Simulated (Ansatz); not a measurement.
# Rh: energy and stress against strain

The task, for Rh: see how energy and stress answer to the strain pattern (1, 0, 0, 0, 0, 0).

Method: DFT r2SCAN, scalar-relativistic, plane waves, PAW, in Ansatz 0.2.0.

**1. The starting structure**

It takes space group P6_3/mmc (No. 194, hexagonal). Conventional cell: a = 2.731 Å, b = 2.731 Å, c = 4.428 Å, α = 90.00°, β = 90.00°, γ = 120.00°. Rh (site symmetry -6m2) is surrounded by 12 Rh at 2.72 to 2.73 Å.

Coordinates:

```cif
data_structure
_symmetry_space_group_name_H-M 'P 1'
_symmetry_Int_Tables_number 1
_cell_length_a 2.7310
_cell_length_b 2.7310
_cell_length_c 4.4285
_cell_angle_alpha 90.000
_cell_angle_beta 90.000
_cell_angle_gamma 120.000
_cell_volume 28.60
loop_
_atom_site_label
_atom_site_type_symbol
_atom_site_fract_x
_atom_site_fract_y
_atom_site_fract_z
_atom_site_occupancy
Rh1 Rh 0.66667 0.33333 0.75000 1
Rh2 Rh 0.33333 0.66667 0.25000 1
```

It goes back to an entry of the Materials Project, which need not be the stable form.

The cell is taken as given, not relaxed at this level.

**2. Zero of the scan**

Input file input.yaml:

```yaml
crystal:
  lattice:
    - [2.7309790422, 0.0, 0.0]
    - [-1.3654895211, 2.3650972278, 0.0]
    - [0.0, 0.0, 4.428489]
  atoms:
    - { symbol: Rh, position: [0.6666666667, 0.3333333333, 0.75] }
    - { symbol: Rh, position: [0.3333333333, 0.6666666667, 0.25] }
basis:
  ecutwfc: 500
kpoints:
  mp_grid: { grid: [18, 18, 12] }
hamiltonian:
  xc: r2scan
scf:
  occupations: { method: gaussian, width: 0.15 }
output:
  forces: true
  stress: true
  eigenvalues: true
  write_density: true
  write_potential: true
  elf: true
  volumetric_format: npy
```

On the command line:

```sh
ansatz run input.yaml --threads 1 --pin off --max-ram 2560MiB --backend cpu --events-out ev --progress --plain --runs-dir out
```

**3. Next: energy and stress against strain**

The cell is strained by ε times the Voigt pattern (1, 0, 0, 0, 0, 0) (xx, yy, zz, yz, xz, xy; engineering shear), with fractional coordinates fixed (clamped ions). The stress on the pattern is the sum of the stress components weighted by it, tension positive.

**4. At ε = -0.1000**

Edit input.yaml of step 2 so:

```diff
@@ -2,4 +2,4 @@
   lattice:
-    - [2.7309790422, 0.0, 0.0]
-    - [-1.3654895211, 2.3650972278, 0.0]
+    - [2.457881138, 0.0, 0.0]
+    - [-1.228940569, 2.3650972278, 0.0]
     - [0.0, 0.0, 4.428489]
@@ -20,5 +20 @@
   eigenvalues: true
-  write_density: true
-  write_potential: true
-  elf: true
-  volumetric_format: npy
```

**5. ε = 0.0750**

Edit input.yaml of step 4 so:

```diff
@@ -2,4 +2,4 @@
   lattice:
-    - [2.457881138, 0.0, 0.0]
-    - [-1.228940569, 2.3650972278, 0.0]
+    - [2.9358024704, 0.0, 0.0]
+    - [-1.4679012352, 2.3650972278, 0.0]
     - [0.0, 0.0, 4.428489]
```

**6. ε = -0.0500**

Edit input.yaml of step 5 so:

```diff
@@ -2,4 +2,4 @@
   lattice:
-    - [2.9358024704, 0.0, 0.0]
-    - [-1.4679012352, 2.3650972278, 0.0]
+    - [2.5944300901, 0.0, 0.0]
+    - [-1.2972150451, 2.3650972278, 0.0]
     - [0.0, 0.0, 4.428489]
```

**7. ε = 0.0250**

Edit input.yaml of step 6 so:

```diff
@@ -2,4 +2,4 @@
   lattice:
-    - [2.5944300901, 0.0, 0.0]
-    - [-1.2972150451, 2.3650972278, 0.0]
+    - [2.7992535183, 0.0, 0.0]
+    - [-1.3996267591, 2.3650972278, 0.0]
     - [0.0, 0.0, 4.428489]
```

**8. At ε = 0.1000**

Edit input.yaml of step 7 so:

```diff
@@ -2,4 +2,4 @@
   lattice:
-    - [2.7992535183, 0.0, 0.0]
-    - [-1.3996267591, 2.3650972278, 0.0]
+    - [3.0040769465, 0.0, 0.0]
+    - [-1.5020384732, 2.3650972278, 0.0]
     - [0.0, 0.0, 4.428489]
```

**9. Point ε = -0.0750**

Edit input.yaml of step 8 so:

```diff
@@ -2,4 +2,4 @@
   lattice:
-    - [3.0040769465, 0.0, 0.0]
-    - [-1.5020384732, 2.3650972278, 0.0]
+    - [2.5261556141, 0.0, 0.0]
+    - [-1.263077807, 2.3650972278, 0.0]
     - [0.0, 0.0, 4.428489]
```

**10. At ε = 0.0500**

Edit input.yaml of step 9 so:

```diff
@@ -2,4 +2,4 @@
   lattice:
-    - [2.5261556141, 0.0, 0.0]
-    - [-1.263077807, 2.3650972278, 0.0]
+    - [2.8675279943, 0.0, 0.0]
+    - [-1.4337639972, 2.3650972278, 0.0]
     - [0.0, 0.0, 4.428489]
```

**11. Point ε = -0.0250**

Edit input.yaml of step 10 so:

```diff
@@ -2,4 +2,4 @@
   lattice:
-    - [2.8675279943, 0.0, 0.0]
-    - [-1.4337639972, 2.3650972278, 0.0]
+    - [2.6627045662, 0.0, 0.0]
+    - [-1.3313522831, 2.3650972278, 0.0]
     - [0.0, 0.0, 4.428489]
```

**12. At ε = 0.0875**

Edit input.yaml of step 11 so:

```diff
@@ -2,4 +2,4 @@
   lattice:
-    - [2.6627045662, 0.0, 0.0]
-    - [-1.3313522831, 2.3650972278, 0.0]
+    - [2.9699397084, 0.0, 0.0]
+    - [-1.4849698542, 2.3650972278, 0.0]
     - [0.0, 0.0, 4.428489]
```

(Steps that only read results are left out.)

**Question.** What will these runs give? Wanted: slope of the stress at ε = 0, over ±0.0250.

The runs gave:

```
                                  quantity    value
slope of the stress at ε = 0, over ±0.0250  398 GPa
```

**Reading.** The slope of the stress at zero strain, 398 GPa, estimates C11 with clamped ions in this Cartesian frame; letting the atoms relax could not make it stiffer. The reference stands under -9.6 GPa, so this is no zero-stress constant. The energy drops below the reference, by 8.1 meV/atom at ε = -0.0250; the cell was taken as given and not relaxed at this level.
